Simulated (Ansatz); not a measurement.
Born–Oppenheimer molecular dynamics of a periodic cell of 20 atoms, In8BSb8Cl3 (surface InSb(110), adsorbate BCl3, incident energy 0.4 eV, 0° from the normal). It starts from an unrelaxed structure (largest force component 1.87 eV/Å).

Method: Ansatz 0.2.0, DFT PBE, scalar-relativistic, plane waves, PAW. Settings: accuracy low, PAW set soft_1, cutoff 420 eV, k mesh 2x3x1, fermi-dirac smearing 0.15 eV, no spin polarisation.

- ensemble: NVE (velocity Verlet)
- time step: 1 fs
- steps asked: 160
- starting velocities: zero, but for any typed in the input
- atoms held: 1, 4, 6, 7
- seed: 276879

Frames 2 fs apart, positions in Å, forces in eV/Å.

Velocities at 100 fs (Å/ps):

```
In 0.00 0.00 0.00
Sb 0.00 1.51 -0.89
In 0.00 1.98 1.20
Sb 0.00 0.00 0.00
In 0.00 1.98 1.20
Sb 0.00 0.00 0.00
In 0.00 0.00 0.00
Sb 0.00 1.51 -0.90
In -0.01 2.92 1.04
Sb -0.01 -1.66 5.39
In 0.00 -2.88 -2.84
Sb 0.00 1.71 0.83
In 0.00 -2.91 -2.82
Sb 0.00 1.72 0.82
In 0.01 2.92 1.04
Sb 0.01 -1.65 5.40
B -0.16 0.05 8.93
Cl 0.28 0.65 -10.15
Cl -0.52 -0.17 -9.82
Cl 0.30 -0.60 -9.89
```

```xyz
20
Lattice="9.1616 0.0000 0.0000 0.0000 6.4782 0.0000 0.0000 0.0000 19.8712" Properties=species:S:1:pos:R:3:forces:R:3 time_fs=100 energy_less_start_eV=-1.054 T=703
In 0.000 0.000 1.000 0.00 -0.42 0.46
Sb 0.000 1.722 3.209 0.00 0.01 0.16
In 6.871 3.313 3.325 0.00 0.37 0.30
Sb 2.290 4.859 1.000 0.00 0.01 -1.12
In 2.290 3.313 3.325 0.00 0.37 0.30
Sb 6.871 4.859 1.000 0.00 0.01 -1.12
In 4.581 0.000 1.000 0.00 -0.42 0.46
Sb 4.581 1.722 3.209 0.00 0.01 0.16
In 4.580 0.105 5.609 0.00 0.53 0.32
Sb 4.580 1.547 8.202 0.00 -0.19 0.10
In 2.290 3.098 7.707 0.00 -0.36 -0.10
Sb 6.871 4.968 5.658 0.00 0.04 -0.12
In 6.871 3.096 7.707 0.00 -0.36 -0.11
Sb 2.290 4.968 5.658 0.00 0.05 -0.13
In 0.000 0.105 5.609 0.00 0.53 0.32
Sb 0.001 1.547 8.202 0.00 -0.19 0.10
B 2.363 1.765 12.701 -0.01 0.01 -0.89
Cl 1.939 3.456 12.565 0.01 0.03 0.29
Cl 1.105 0.557 12.578 -0.03 -0.01 0.30
Cl 4.038 1.288 12.574 0.03 -0.03 0.30
20
Lattice="9.1616 0.0000 0.0000 0.0000 6.4782 0.0000 0.0000 0.0000 19.8712" Properties=species:S:1:pos:R:3:forces:R:3 time_fs=102 energy_less_start_eV=-1.037 T=695
In 0.000 0.000 1.000 0.00 -0.42 0.47
Sb 0.000 1.726 3.208 0.00 0.01 0.17
In 6.871 3.317 3.327 0.00 0.37 0.30
Sb 2.290 4.859 1.000 0.00 0.01 -1.12
In 2.290 3.317 3.328 0.00 0.36 0.30
Sb 6.871 4.859 1.000 0.00 0.01 -1.12
In 4.581 0.000 1.000 0.00 -0.42 0.47
Sb 4.581 1.726 3.208 0.00 0.01 0.17
In 4.580 0.111 5.611 0.00 0.52 0.33
Sb 4.580 1.544 8.212 0.00 -0.17 0.06
In 2.290 3.092 7.701 0.00 -0.36 -0.09
Sb 6.871 4.972 5.660 0.00 0.04 -0.12
In 6.871 3.090 7.702 0.00 -0.35 -0.10
Sb 2.290 4.972 5.660 0.00 0.04 -0.12
In 0.000 0.111 5.611 0.00 0.52 0.33
Sb 0.001 1.544 8.212 0.00 -0.17 0.07
B 2.363 1.765 12.718 0.00 0.01 -1.15
Cl 1.939 3.457 12.545 0.02 -0.04 0.38
Cl 1.103 0.557 12.559 0.02 0.04 0.38
Cl 4.038 1.287 12.555 -0.04 0.00 0.39
20
Lattice="9.1616 0.0000 0.0000 0.0000 6.4782 0.0000 0.0000 0.0000 19.8712" Properties=species:S:1:pos:R:3:forces:R:3 time_fs=104 energy_less_start_eV=-1.016 T=685
In 0.000 0.000 1.000 0.00 -0.42 0.47
Sb 0.000 1.729 3.206 0.00 0.01 0.18
In 6.871 3.321 3.330 0.00 0.36 0.30
Sb 2.290 4.859 1.000 0.00 0.01 -1.12
In 2.290 3.321 3.330 0.00 0.36 0.30
Sb 6.871 4.859 1.000 0.00 0.01 -1.12
In 4.581 0.000 1.000 0.00 -0.42 0.47
Sb 4.581 1.729 3.206 0.00 0.01 0.18
In 4.580 0.117 5.614 0.00 0.51 0.34
Sb 4.580 1.540 8.223 0.00 -0.16 0.03
In 2.290 3.086 7.695 0.00 -0.35 -0.07
Sb 6.871 4.975 5.662 0.00 0.04 -0.12
In 6.871 3.084 7.696 0.00 -0.35 -0.08
Sb 2.290 4.975 5.661 0.00 0.04 -0.12
In 0.000 0.117 5.613 0.00 0.51 0.34
Sb 0.001 1.540 8.223 0.00 -0.16 0.04
B 2.362 1.765 12.730 0.01 0.01 -1.38
Cl 1.940 3.458 12.525 0.04 -0.11 0.46
Cl 1.103 0.557 12.540 0.06 0.08 0.46
Cl 4.039 1.286 12.535 -0.11 0.02 0.47
20
Lattice="9.1616 0.0000 0.0000 0.0000 6.4782 0.0000 0.0000 0.0000 19.8712" Properties=species:S:1:pos:R:3:forces:R:3 time_fs=106 energy_less_start_eV=-0.996 T=675
In 0.000 0.000 1.000 0.00 -0.42 0.47
Sb 0.000 1.732 3.204 0.00 0.01 0.19
In 6.871 3.325 3.333 0.00 0.36 0.30
Sb 2.290 4.859 1.000 0.00 0.01 -1.13
In 2.290 3.325 3.333 0.00 0.36 0.29
Sb 6.871 4.859 1.000 0.00 0.01 -1.13
In 4.581 0.000 1.000 0.00 -0.42 0.47
Sb 4.581 1.732 3.204 0.00 0.01 0.19
In 4.580 0.123 5.616 0.00 0.50 0.34
Sb 4.580 1.537 8.234 0.00 -0.15 0.00
In 2.290 3.080 7.690 0.00 -0.35 -0.06
Sb 6.871 4.979 5.663 0.00 0.03 -0.11
In 6.871 3.078 7.690 0.00 -0.35 -0.07
Sb 2.290 4.979 5.663 0.00 0.04 -0.12
In 0.000 0.123 5.616 0.00 0.50 0.34
Sb 0.001 1.537 8.234 0.00 -0.15 0.01
B 2.362 1.765 12.737 0.02 0.01 -1.58
Cl 1.941 3.460 12.506 0.05 -0.17 0.53
Cl 1.101 0.557 12.521 0.10 0.13 0.53
Cl 4.040 1.284 12.517 -0.17 0.04 0.53
20
Lattice="9.1616 0.0000 0.0000 0.0000 6.4782 0.0000 0.0000 0.0000 19.8712" Properties=species:S:1:pos:R:3:forces:R:3 time_fs=108 energy_less_start_eV=-0.981 T=668
In 0.000 0.000 1.000 0.00 -0.41 0.47
Sb 0.000 1.735 3.203 0.00 0.01 0.20
In 6.871 3.330 3.335 0.00 0.35 0.29
Sb 2.290 4.859 1.000 0.00 0.01 -1.13
In 2.290 3.330 3.336 0.00 0.35 0.29
Sb 6.871 4.859 1.000 0.00 0.01 -1.13
In 4.581 0.000 1.000 0.00 -0.41 0.47
Sb 4.581 1.735 3.203 0.00 0.01 0.20
In 4.580 0.130 5.618 0.00 0.49 0.35
Sb 4.580 1.533 8.245 0.00 -0.14 -0.03
In 2.290 3.074 7.684 0.00 -0.35 -0.04
Sb 6.871 4.982 5.665 0.00 0.03 -0.11
In 6.871 3.072 7.684 0.00 -0.34 -0.05
Sb 2.290 4.982 5.664 0.00 0.03 -0.11
In 0.000 0.130 5.618 0.00 0.49 0.35
Sb 0.001 1.533 8.245 0.00 -0.14 -0.02
B 2.362 1.765 12.738 0.02 0.01 -1.73
Cl 1.941 3.461 12.488 0.06 -0.22 0.58
Cl 1.101 0.556 12.503 0.13 0.16 0.58
Cl 4.040 1.283 12.498 -0.22 0.05 0.58
20
Lattice="9.1616 0.0000 0.0000 0.0000 6.4782 0.0000 0.0000 0.0000 19.8712" Properties=species:S:1:pos:R:3:forces:R:3 time_fs=110 energy_less_start_eV=-0.974 T=665
In 0.000 0.000 1.000 0.00 -0.41 0.47
Sb 0.000 1.738 3.201 0.00 0.01 0.21
In 6.871 3.334 3.338 0.00 0.35 0.29
Sb 2.290 4.859 1.000 0.00 0.01 -1.13
In 2.290 3.334 3.338 0.00 0.35 0.29
Sb 6.871 4.859 1.000 0.00 0.01 -1.13
In 4.581 0.000 1.000 0.00 -0.41 0.47
Sb 4.581 1.738 3.201 0.00 0.01 0.21
In 4.580 0.136 5.621 0.00 0.48 0.35
Sb 4.580 1.530 8.256 0.00 -0.12 -0.06
In 2.290 3.068 7.678 0.00 -0.34 -0.03
Sb 6.871 4.986 5.666 0.00 0.03 -0.10
In 6.871 3.066 7.679 0.00 -0.34 -0.04
Sb 2.290 4.986 5.666 0.00 0.03 -0.11
In 0.000 0.136 5.621 0.00 0.48 0.35
Sb 0.001 1.530 8.256 0.00 -0.12 -0.06
B 2.362 1.766 12.734 0.02 0.00 -1.83
Cl 1.942 3.461 12.470 0.07 -0.25 0.61
Cl 1.100 0.557 12.486 0.16 0.19 0.61
Cl 4.040 1.282 12.481 -0.25 0.06 0.62
20
Lattice="9.1616 0.0000 0.0000 0.0000 6.4782 0.0000 0.0000 0.0000 19.8712" Properties=species:S:1:pos:R:3:forces:R:3 time_fs=112 energy_less_start_eV=-0.980 T=667
In 0.000 0.000 1.000 0.00 -0.41 0.48
Sb 0.000 1.741 3.200 0.00 0.01 0.22
In 6.871 3.339 3.341 0.00 0.34 0.29
Sb 2.290 4.859 1.000 0.00 0.01 -1.13
In 2.290 3.339 3.341 0.00 0.34 0.28
Sb 6.871 4.859 1.000 0.00 0.02 -1.13
In 4.581 0.000 1.000 0.00 -0.41 0.48
Sb 4.581 1.741 3.200 0.00 0.01 0.22
In 4.580 0.143 5.624 0.00 0.47 0.36
Sb 4.580 1.526 8.267 0.00 -0.11 -0.09
In 2.290 3.061 7.672 0.00 -0.34 -0.01
Sb 6.871 4.989 5.668 0.00 0.02 -0.10
In 6.871 3.059 7.673 0.00 -0.33 -0.03
Sb 2.290 4.989 5.667 0.00 0.03 -0.10
In 0.000 0.143 5.624 0.00 0.47 0.36
Sb 0.001 1.526 8.267 0.00 -0.11 -0.09
B 2.362 1.766 12.723 0.02 0.00 -1.88
Cl 1.943 3.462 12.452 0.07 -0.27 0.63
Cl 1.099 0.557 12.469 0.17 0.20 0.62
Cl 4.040 1.281 12.464 -0.26 0.07 0.63
20
Lattice="9.1616 0.0000 0.0000 0.0000 6.4782 0.0000 0.0000 0.0000 19.8712" Properties=species:S:1:pos:R:3:forces:R:3 time_fs=114 energy_less_start_eV=-0.999 T=676
In 0.000 0.000 1.000 0.00 -0.41 0.48
Sb 0.000 1.744 3.198 0.00 0.01 0.22
In 6.871 3.344 3.344 0.00 0.33 0.28
Sb 2.290 4.859 1.000 0.00 0.02 -1.13
In 2.290 3.344 3.344 0.00 0.33 0.28
Sb 6.871 4.859 1.000 0.00 0.02 -1.13
In 4.581 0.000 1.000 0.00 -0.41 0.48
Sb 4.581 1.744 3.198 0.00 0.01 0.22
In 4.580 0.150 5.626 0.00 0.45 0.36
Sb 4.580 1.522 8.277 0.00 -0.10 -0.12
In 2.290 3.055 7.666 0.00 -0.33 0.00
Sb 6.871 4.993 5.669 0.00 0.02 -0.09
In 6.871 3.053 7.667 0.00 -0.32 -0.01
Sb 2.290 4.993 5.668 0.00 0.03 -0.09
In 0.000 0.150 5.626 0.00 0.45 0.36
Sb 0.001 1.522 8.277 0.00 -0.10 -0.12
B 2.362 1.766 12.705 0.02 0.00 -1.86
Cl 1.944 3.462 12.435 0.07 -0.26 0.62
Cl 1.099 0.557 12.453 0.16 0.20 0.62
Cl 4.039 1.280 12.448 -0.26 0.07 0.63
20
Lattice="9.1616 0.0000 0.0000 0.0000 6.4782 0.0000 0.0000 0.0000 19.8712" Properties=species:S:1:pos:R:3:forces:R:3 time_fs=116 energy_less_start_eV=-1.030 T=691
In 0.000 0.000 1.000 0.00 -0.41 0.48
Sb 0.000 1.747 3.197 0.00 0.01 0.23
In 6.871 3.349 3.347 0.00 0.33 0.28
Sb 2.290 4.859 1.000 0.00 0.02 -1.14
In 2.290 3.349 3.348 0.00 0.32 0.27
Sb 6.871 4.859 1.000 0.00 0.02 -1.14
In 4.581 0.000 1.000 0.00 -0.41 0.48
Sb 4.581 1.747 3.197 0.00 0.01 0.23
In 4.580 0.157 5.629 0.00 0.44 0.37
Sb 4.580 1.519 8.288 0.00 -0.08 -0.16
In 2.290 3.048 7.661 0.00 -0.32 0.01
Sb 6.871 4.996 5.670 0.00 0.02 -0.08
In 6.871 3.046 7.661 0.00 -0.32 0.00
Sb 2.290 4.996 5.670 0.00 0.02 -0.08
In 0.000 0.157 5.629 0.00 0.44 0.37
Sb 0.001 1.519 8.288 0.00 -0.08 -0.15
B 2.362 1.766 12.680 0.01 -0.01 -1.79
Cl 1.945 3.462 12.419 0.06 -0.23 0.60
Cl 1.099 0.558 12.438 0.15 0.18 0.60
Cl 4.038 1.279 12.433 -0.23 0.06 0.61
20
Lattice="9.1616 0.0000 0.0000 0.0000 6.4782 0.0000 0.0000 0.0000 19.8712" Properties=species:S:1:pos:R:3:forces:R:3 time_fs=118 energy_less_start_eV=-1.071 T=711
In 0.000 0.000 1.000 0.00 -0.41 0.48
Sb 0.000 1.750 3.196 0.00 0.02 0.24
In 6.871 3.354 3.350 0.00 0.32 0.27
Sb 2.290 4.859 1.000 0.00 0.02 -1.14
In 2.290 3.353 3.351 0.00 0.32 0.27
Sb 6.871 4.859 1.000 0.00 0.02 -1.14
In 4.581 0.000 1.000 0.00 -0.41 0.48
Sb 4.581 1.750 3.196 0.00 0.02 0.24
In 4.580 0.164 5.633 0.00 0.42 0.37
Sb 4.580 1.515 8.299 0.01 -0.07 -0.19
In 2.290 3.041 7.655 0.00 -0.31 0.03
Sb 6.871 5.000 5.672 0.00 0.02 -0.07
In 6.871 3.039 7.656 0.00 -0.31 0.01
Sb 2.290 5.000 5.671 0.00 0.02 -0.07
In 0.000 0.164 5.632 0.00 0.42 0.37
Sb 0.001 1.515 8.299 -0.01 -0.07 -0.18
B 2.362 1.766 12.649 0.01 -0.01 -1.66
Cl 1.946 3.461 12.404 0.05 -0.19 0.55
Cl 1.099 0.559 12.423 0.12 0.15 0.56
Cl 4.037 1.278 12.418 -0.18 0.05 0.57
20
Lattice="9.1616 0.0000 0.0000 0.0000 6.4782 0.0000 0.0000 0.0000 19.8712" Properties=species:S:1:pos:R:3:forces:R:3 time_fs=120 energy_less_start_eV=-1.120 T=735
In 0.000 0.000 1.000 0.00 -0.41 0.48
Sb 0.000 1.753 3.195 0.00 0.02 0.25
In 6.871 3.359 3.354 0.00 0.31 0.26
Sb 2.290 4.859 1.000 0.00 0.02 -1.14
In 2.290 3.359 3.354 0.00 0.31 0.26
Sb 6.871 4.859 1.000 0.00 0.02 -1.14
In 4.581 0.000 1.000 0.00 -0.41 0.48
Sb 4.581 1.753 3.195 0.00 0.02 0.25
In 4.580 0.172 5.636 0.00 0.40 0.37
Sb 4.580 1.512 8.309 0.01 -0.06 -0.22
In 2.290 3.034 7.649 0.00 -0.30 0.04
Sb 6.871 5.003 5.673 0.00 0.02 -0.05
In 6.871 3.032 7.650 0.00 -0.30 0.03
Sb 2.290 5.003 5.673 0.00 0.02 -0.06
In 0.000 0.172 5.636 0.00 0.40 0.37
Sb 0.001 1.512 8.310 -0.01 -0.05 -0.21
B 2.362 1.767 12.613 0.00 -0.02 -1.48
Cl 1.947 3.461 12.389 0.04 -0.13 0.49
Cl 1.099 0.560 12.409 0.08 0.12 0.50
Cl 4.036 1.278 12.404 -0.12 0.03 0.51
```

Of the whole run (160 fs, mean temperature of the second half 716 K): The conserved energy stayed within 0.023 meV per atom of its start (net change -0.013 meV per atom), so the integration is sound. A run of 0.16 ps of so small a system gives no equilibrium averages. Limits of this set-up: coarse k mesh, slab without dipole correction, no dispersion correction for a molecule that may bind weakly, a typed lattice constant that wasn't relaxed here, low accuracy level.

Run time: 37 min on 4 threads of Intel(R) Xeon(R) Platinum 8259CL CPU @ 2.50GHz (Skylake/Cascade Lake), on a shared host, peak memory 3.4 GiB.
